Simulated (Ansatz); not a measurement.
**B3LYP/def2-SVPD run of AlBNH4F (SMILES [NH2][AlH][BH]F)**

What is the energy change on altering one bond length of AlBNH4F at B3LYP/def2-SVPD? 

Program for the calculation: Ansatz 0.2.0.

92 further runs of the same task are left out: 92 set aside as unsound or not needed.

## (1) The structure to begin with

AlBNH4F: 8 atoms, total charge 0, spin state singlet. SMILES: `[NH2][AlH][BH]F`. The shape is that of a PBE0-D4/def2-TZVP optimisation. This is one conformer, not always the lowest.

Bond lengths: N1–Al2 1.770 Å, Al2–B3 2.169 Å, B3–F4 1.330 Å, N1–H5 1.008 Å, N1–H6 1.008 Å, Al2–H7 1.590 Å, B3–H8 1.208 Å. Angles: N1–Al2–B3 116.8°, Al2–B3–F4 118.5°, N1–Al2–H7 116.9°, B3–Al2–H7 126.3°, Al2–N1–H5 125.6°, Al2–N1–H6 124.3°, Al2–B3–H8 127.4°, F4–B3–H8 114.1°, H5–N1–H6 110.2°.

## (2) The energy at B3LYP/def2-SVPD

The input, in.yaml:

```yaml
crystal:
  periodic: [false, false, false]
  atoms:
    - {symbol: "N", position_ang: [-1.034900, 1.238000, 0.178100]}
    - {symbol: Al, position_ang: [0.358400, 0.247200, 0.637000]}
    - {symbol: B, position_ang: [0.824000, -1.438600, -0.645900]}
    - {symbol: F, position_ang: [0.022100, -1.693000, -1.675500]}
    - {symbol: H, position_ang: [-1.365500, 2.050100, 0.674400]}
    - {symbol: H, position_ang: [-1.614500, 1.063500, -0.627700]}
    - {symbol: H, position_ang: [1.149400, 0.679500, 1.946200]}
    - {symbol: H, position_ang: [1.753200, -2.203800, -0.542400]}
basis:
  gaussian:
    orbitals: def2-SVPD
hamiltonian:
  xc: {name: B3LYP}
accuracy: high
output: {orbitals: {seedname: orbitals}}
```

Command:

```console
$ ansatz run in.yaml --threads 1 --pin off --max-ram 3480MiB --events-out events.jsonl --progress --plain --runs-dir runs
```

The program printed:

```text
Warning: RAYON_NUM_THREADS=1 ignored (pool sized by the plan → 1); use --threads N
Functional definition: B3LYP
  name "B3LYP"
  parameter a0 = 0.2
  parameter ax = 0.72
  parameter ac = 0.81
  exchange = (1 - a0 - ax)*slater_x + ax*b88_x + a0*exact_x
  correlation = (1 - ac)*vwn_rpa_c + ac*lyp_c
2418 factors; integrals over basis functions are off by at most 3.3e-9 eV
mean field evaluation 1: about -11533.7027 eV, gradient 6.4e1 eV
mean field evaluation 2: about -11502.7389 eV, gradient 1.2e2 eV
mean field evaluation 4: about -11541.9023 eV, gradient 6.8e0 eV
mean field evaluation 8: about -11542.0455 eV, gradient 9.0e-1 eV
mean field evaluation 16: about -11542.0472 eV, gradient 3.0e-5 eV
mean field -11542.04724223 eV, -424.1624126714 hartree, gradient 5.8e-8 eV, S^2 0.000000; 0 other end points of the search recorded, 0 dependent functions left out
reference -11542.04728666 eV, -424.1624143040 hartree; 19, 19 occupied and 100, 100 virtual orbitals, 2418 factors
Total energy: -11542.04728666 eV, -424.1624143040 hartree
```

It took 14 s on 1 thread of Arm Neoverse V1, shared host; peak memory 0.43 GiB.

## (3) The distorted shape at the same level

The input, in.yaml:

```yaml
crystal:
  periodic: [false, false, false]
  atoms:
    - symbol: "N"
      position_ang: [-1.778266, 1.850165, 0.095299]
    - symbol: Al
      position_ang: [-0.384966, 0.859365, 0.554199]
    - symbol: B
      position_ang: [0.080634, -0.826435, -0.728701]
    - symbol: F
      position_ang: [-0.721266, -1.080835, -1.758301]
    - symbol: H
      position_ang: [-2.108866, 2.662265, 0.591599]
    - symbol: H
      position_ang: [-2.357866, 1.675665, -0.710501]
    - symbol: H
      position_ang: [0.406034, 1.291665, 1.863399]
    - symbol: H
      position_ang: [1.753200, -2.203800, -0.542400]
basis:
  gaussian: {orbitals: def2-SVPD}
hamiltonian: {xc: {name: B3LYP}}
output: {orbitals: {seedname: orbitals}}
accuracy: high
```

Command:

```console
$ ansatz run in.yaml --threads 1 --pin off --max-ram 3480MiB --events-out events.jsonl --progress --plain --runs-dir runs
```

The program printed:

```text
Warning: RAYON_NUM_THREADS=1 ignored (pool sized by the plan → 1); use --threads N
Functional definition: B3LYP
  name "B3LYP"
  parameter a0 = 0.2
  parameter ax = 0.72
  parameter ac = 0.81
  exchange = (1 - a0 - ax)*slater_x + ax*b88_x + a0*exact_x
  correlation = (1 - ac)*vwn_rpa_c + ac*lyp_c
2441 factors; integrals over basis functions are off by at most 3.0e-9 eV
mean field evaluation 1: about -11531.0509 eV, gradient 6.4e1 eV
mean field evaluation 2: about -11493.5337 eV, gradient 1.2e2 eV
mean field evaluation 4: about -11539.0249 eV, gradient 8.9e0 eV
mean field evaluation 8: about -11539.2526 eV, gradient 8.1e-1 eV
mean field evaluation 16: about -11539.2542 eV, gradient 6.4e-5 eV
mean field -11539.25419162 eV, -424.0597699547 hartree, gradient 4.5e-8 eV, S^2 0.000000; 0 other end points of the search recorded, 0 dependent functions left out
reference -11539.25423755 eV, -424.0597716426 hartree; 19, 19 occupied and 100, 100 virtual orbitals, 2441 factors
Total energy: -11539.25423755 eV, -424.0597716426 hartree
```

It took 14 s on 1 thread of Arm Neoverse V1, shared host; peak memory 0.43 GiB.

## (4) What came out

At B3LYP/def2-SVPD:

```
                                                         quantity          value
                                        first shape: total energy  -424.16241 Eh
                                         first shape: HOMO energy       -7.10 eV
                                         first shape: LUMO energy       -2.35 eV
                                       first shape: HOMO–LUMO gap        4.75 eV
                                    distorted shape: total energy  -424.05977 Eh
                                     distorted shape: HOMO energy       -6.48 eV
                                     distorted shape: LUMO energy       -2.84 eV
                                   distorted shape: HOMO–LUMO gap        3.64 eV
energy change with the B3–H8 bond stretched from 1.208 to 2.175 Å       2.793 eV
```

**Reading.** With the B3–H8 bond stretched from 1.208 to 2.175 Å the energy rises by 2.79 eV (64 kcal/mol). The first shape isn't relaxed at this level, so the change isn't measured from a minimum.
